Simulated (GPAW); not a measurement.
RuSe:

```
CELL_PARAMETERS angstrom
3.18769 0.00000 0.00000
0.00000 3.18769 0.00000
0.00000 0.00000 3.18769
ATOMIC_POSITIONS crystal
Ru 0.00000 0.00000 0.00000
Se 0.50000 0.50000 0.50000
```

The cell comes from a database or a generator and needn't be the stable form of this composition.

```yaml
Program: GPAW 26.7.0
Task: relaxation of cell and atoms
Functional: revPBE
Potentials_or_basis: the program's PAW data sets (release 1.2.1) made for this functional
Cutoff: 600 eV
Basis: pw
k_mesh: 8 × 8 × 8
Occupations: fermi-dirac, width 0.05 eV
Spin: no spin polarisation
```

At the start: pressure -6.4 GPa; volume 16.20 Å³/atom.

Problem. Where does the relaxation end?

Solution. Over 4 steps the energy falls by 13.6 meV/atom and the volume is 15.52 Å³/atom (-4.2 %); space group Pm-3m (No. 221, to 0.05 Å).

Step by step:
```tsv
step	energy change (eV)	largest force (eV/Å)	pressure (GPa)	volume (Å³)
1	0.0000	0.0000	-6.36	32.39
2	-0.0148	0.0000	-4.45	31.95
3	-0.0271	0.0000	0.33	30.98
4	-0.0272	0.0000	-0.02	31.05
```

Final structure:
```xyz
2
Lattice="3.1430 0.0000 0.0000 0.0000 3.1430 0.0000 0.0000 0.0000 3.1430" Properties=species:S:1:pos:R:3 pbc="T T T"
Ru    0.0000    0.0000    0.0000
Se    1.5715    1.5715    1.5715
```

Caveat: later steps reuse the first step's grids.
